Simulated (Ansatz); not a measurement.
**F3H2InO: one species, many methods**

How much do the methods differ for F3H2InO? The plan is to run it at one geometry with functionals of several rungs and with coupled cluster. The yardstick is the atomisation energy at the CCSD(T) limit.

The runs use Ansatz 0.2.0, Gaussian basis; functionals in def2-TZVPP, the program's frozen cores in correlated methods.

Plan: LDA (SPW92), PBE-D4, revPBE-D4, BLYP-D4, r2SCAN-D4, B97M-V, PBE0-D4, B3LYP-D4, r2SCANh-D4, r2SCAN0-D4, HSE06-D4, BHLYP-D4, CAM-B3LYP-D4, LC-ωPBE, ωB97X-V, ωB97M-V, B2PLYP, PBE-QIDH; CCSD(T)/def2-SVP; CCSD(T)/def2-TZVPP; MP2/def2-QZVPP; extrapolation to the limit; RPA on PBE.

## (1) Structure used throughout

An earlier PBE0-D4 in a triple-zeta def2 set relaxation fixed the geometry. In takes the def2 core potential; no spin-orbit term is included.

SMILES `[OH2+][In-]([F])([F])[F]`, 7 atoms, charge 0, spin multiplicity 1.

Atoms are counted from 1 here; the program's logs count them from 0.

Bond lengths: O1–In2 2.260 Å, O1–H6 0.966 Å, O1–H7 0.966 Å, In2–F3 1.945 Å, In2–F4 1.927 Å, In2–F5 1.945 Å. Angles: In2–O1–H6 107.3°, In2–O1–H7 107.5°, H6–O1–H7 107.3°, O1–In2–F3 87.4°, O1–In2–F4 111.2°, O1–In2–F5 87.6°, F3–In2–F4 119.7°, F3–In2–F5 117.9°, F4–In2–F5 119.6°.

Geometry (Å):

```xyz
7
charge 0, multiplicity 1
O    -1.1326    0.5393    0.2661
In    0.7041   -0.6125   -0.3732
F     1.0461   -0.9396    1.5131
F     0.2378   -2.0841   -1.5270
F     1.3724    1.0415   -1.1469
H    -1.1552    0.5304    1.2317
H    -1.0112    1.4570   -0.0095
```

## (2) LDA

This LDA is Slater exchange with PW92 correlation.

Contents of in.yaml:

```yaml
crystal:
  periodic: [false, false, false]
  atoms:
    - {symbol: O, position_ang: [-1.132633, 0.539295, 0.266084]}
    - {symbol: In, position_ang: [0.704058, -0.612493, -0.373198]}
    - {symbol: F, position_ang: [1.046135, -0.939573, 1.513066]}
    - {symbol: F, position_ang: [0.237760, -2.084071, -1.526999]}
    - {symbol: F, position_ang: [1.372354, 1.041535, -1.146930]}
    - {symbol: H, position_ang: [-1.155224, 0.530430, 1.231668]}
    - {symbol: H, position_ang: [-1.011249, 1.456976, -0.009490]}
basis:
  gaussian: {orbitals: def2-TZVPP}
hamiltonian: {xc: lda}
output: {orbitals: {seedname: orbitals}}
```

Further steps of the session: PBE-D4 (GGA); revPBE-D4 (GGA); BLYP-D4 (GGA); r2SCAN-D4 (meta-GGA); B97M-V (meta-GGA); PBE0-D4 (hybrid); B3LYP-D4 (hybrid); r2SCANh-D4 (hybrid); r2SCAN0-D4 (hybrid); HSE06-D4 (hybrid); BHLYP-D4 (hybrid); CAM-B3LYP-D4 (range-separated); LC-ωPBE-D4 (range-separated); ωB97X-V (range-separated); ωB97M-V (range-separated); B2PLYP (double hybrid); PBE-QIDH (double hybrid); CCSD(T) in def2-SVP; CCSD(T) in def2-TZVPP; MP2 in def2-QZVPP; RPA on PBE orbitals.

Before running them: what should the planned runs give, taken together? Wanted: atomisation energy, CCSD(T)/CBS; farthest beyond LDA; mean size of error, GGA; mean size of error, meta-GGA; mean size of error, hybrid; mean size of error, range-separated; mean size of error, double hybrid; gap, smallest and largest; T1 diagnostic.

The runs gave:

```
                               quantity                                      value
        atomisation energy, CCSD(T)/CBS                              2331.3 kJ/mol
 functionals within 23.3 kJ/mol (1.0 %)                                     PBE-D4
                    farthest beyond LDA                   BHLYP-D4 (-212.2 kJ/mol)
                mean size of error, GGA                                47.6 kJ/mol
           mean size of error, meta-GGA                                46.4 kJ/mol
             mean size of error, hybrid                               119.8 kJ/mol
    mean size of error, range-separated                                36.4 kJ/mol
      mean size of error, double hybrid                                89.0 kJ/mol
              gap, smallest and largest  5.12 eV (LDA (SPW92)), 13.39 eV (LC-ωPBE)
                          T1 diagnostic                                     0.0155
triples share of the correlation energy                                      2.9 %
```

What this shows: The LDA atomisation energy is off by 368.7 kJ/mol (16 %): it overbinds. PBE-D4 is off by +0.4 kJ/mol. Double hybrids carry the basis error of their MP2 part in triple zeta, and no dispersion term here, so their miss is partly the set-up's. By mean error the best rung here is range-separated (36.4 kJ/mol) and the worst beyond LDA is hybrid (119.8 kJ/mol). The gap between the best rungs is small, so their order is not settled. The mean of the hybrids holds BHLYP, with half exact exchange. The reference freezes the cores and leaves out spin-orbit coupling and excitations past (T), and its outer-core shells are covered unevenly, so misses under about 23.3 kJ/mol can't be ranked. All levels share the lack of spin-orbit coupling, which lowers the free heavy atoms and so the true binding. Hartree-Fock recovers 65 % of the binding; the rest is correlation. CCSD(T) in def2-SVP is off by -201.7 kJ/mol, so the small basis spoils what the method gains. Orbital gaps span 5.1 to 13.4 eV; exact exchange widens them. Correlated methods include outer-core shells of In, which these sets cover unevenly.
